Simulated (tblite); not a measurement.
# C13H10F3IO3S: the cost of one run

Programs: tblite 0.8.0 and PySCF 2.14.0, with routines of our own; each step states its level. All values are computed. Atoms count from 0.

### Step 1. The system as given

31 atoms, charge 0, multiplicity 1; geometry from: force field, distance geometry or constructed start.

### Step 2. Geometry optimisation with GFN2-xTB

What the job is given:

```
{"job": {"kind": "relax", "xc": "GFN2-xTB", "basis": "xTB"}, "charge": 0, "multiplicity": 1}
O     -1.004000     2.013000     3.250400
S     -0.557800     0.621200     3.191300
O     -1.582700    -0.342700     3.612900
O      0.078800     0.271700     1.914000
C      0.796900     0.481200     4.485600
F      0.362500     0.781800     5.746600
F      1.853500     1.326200     4.236600
F      1.340300    -0.774000     4.562600
C      4.894500     0.247900    -0.276500
C      4.245900    -0.990700    -0.349200
C      2.853300    -1.064000    -0.253300
C      2.101900     0.102200    -0.068500
I     -0.001200    -0.000200     0.045800
C     -2.097900    -0.106600     0.147300
C     -2.738400    -1.345700     0.223200
C     -4.134400    -1.421000     0.274000
C     -4.893800    -0.247100     0.231500
C     -4.260800     0.991200     0.145300
C     -2.864000     1.068100     0.104300
C      2.750600     1.346700    -0.002700
C      4.139000     1.421600    -0.103400
H      5.968900     0.307600    -0.354200
H      4.832700    -1.888500    -0.481500
H      2.356700    -2.027900    -0.316100
H     -2.149900    -2.257900     0.247600
H     -4.629800    -2.385000     0.330900
H     -5.973900    -0.302000     0.263300
H     -4.849900     1.902300     0.114100
H     -2.375600     2.030600     0.029300
H      2.171100     2.252500     0.125300
H      4.642200     2.378200    -0.052900
```

Started as:

```bash
OMP_NUM_THREADS=2 python large_run.py task.json out
```

The driver reads the jobs from task.json and runs them one after another.

**Question.** How long does this first job take on 2 threads of AMD EPYC 7R43, shared host, and how much memory does it need?

About 15 s, with a peak of 0.18 GiB.
